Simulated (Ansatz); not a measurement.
# YPtC4N4: the cost of one run

Method: DFT PBE, scalar-relativistic, plane waves, PAW, in Ansatz 0.2.0.

## (1) The structure to begin with

It takes space group P-43m (No. 215, cubic). The conventional cell has a = 6.116 Å, b = 6.116 Å, c = 6.116 Å, α = 90.00°, β = 90.00°, γ = 90.00°. Around Y (site symmetry -43m) lie 4 N at 2.21 Å. Pt (site symmetry -43m) has 4 C at 1.92 Å in its first shell of neighbours. Around C (site symmetry 3m) lie 1 N at 1.17 Å and 1 Pt at 1.92 Å. N (site symmetry 3m) has 1 C at 1.17 Å in its first shell of neighbours.

Structure file:

```
CELL_PARAMETERS angstrom
6.11645 0.00000 0.00000
0.00000 6.11645 0.00000
0.00000 0.00000 6.11645
ATOMIC_POSITIONS crystal
Y 0.50000 0.50000 0.50000
Pt 0.00000 0.00000 0.00000
C 0.18095 0.18095 0.18095
C 0.18095 0.81905 0.81905
C 0.81905 0.18095 0.81905
C 0.81905 0.81905 0.18095
N 0.29139 0.29139 0.29139
N 0.29139 0.70861 0.70861
N 0.70861 0.29139 0.70861
N 0.70861 0.70861 0.29139
```

The cell is invented: two interpenetrating cyanide-bridged diamond nets (P-43m, No. 215). Lengths come from tabulated atomic sizes and are only a guess.

## (2) A first look at the guess

input.yaml

```yaml
crystal:
  lattice:
    - [6.11644875, 0.0, 0.0]
    - [0.0, 6.11644875, 0.0]
    - [0.0, 0.0, 6.11644875]
  atoms:
    - { symbol: "Y", position: [0.5, 0.5, 0.5] }
    - { symbol: Pt, position: [0.0, 0.0, 0.0] }
    - { symbol: C, position: [0.18095148, 0.18095148, 0.18095148] }
    - { symbol: C, position: [0.18095148, 0.81904852, 0.81904852] }
    - { symbol: C, position: [0.81904852, 0.18095148, 0.81904852] }
    - { symbol: C, position: [0.81904852, 0.81904852, 0.18095148] }
    - { symbol: "N", position: [0.29139135, 0.29139135, 0.29139135] }
    - { symbol: "N", position: [0.29139135, 0.70860865, 0.70860865] }
    - { symbol: "N", position: [0.70860865, 0.29139135, 0.70860865] }
    - { symbol: "N", position: [0.70860865, 0.70860865, 0.29139135] }
basis:
  ecutwfc: 420
kpoints:
  mp_grid: { grid: [4, 4, 4] }
hamiltonian:
  xc: pbe
scf:
  occupations: { method: gaussian, width: 0.1 }
  lower_state_search: "off"
output:
  forces: true
  stress: true
  eigenvalues: true
```

Started as:

```
$ ansatz run input.yaml --threads 1 --pin off --max-ram 2560MiB --backend cpu --events-out ev --progress --plain --runs-dir out
```

What time and memory should one allow on 1 thread of Intel Xeon Platinum 8259CL at 2.50GHz (Skylake/Cascade Lake), shared host?

About 18 s, with a peak of 0.51 GiB.
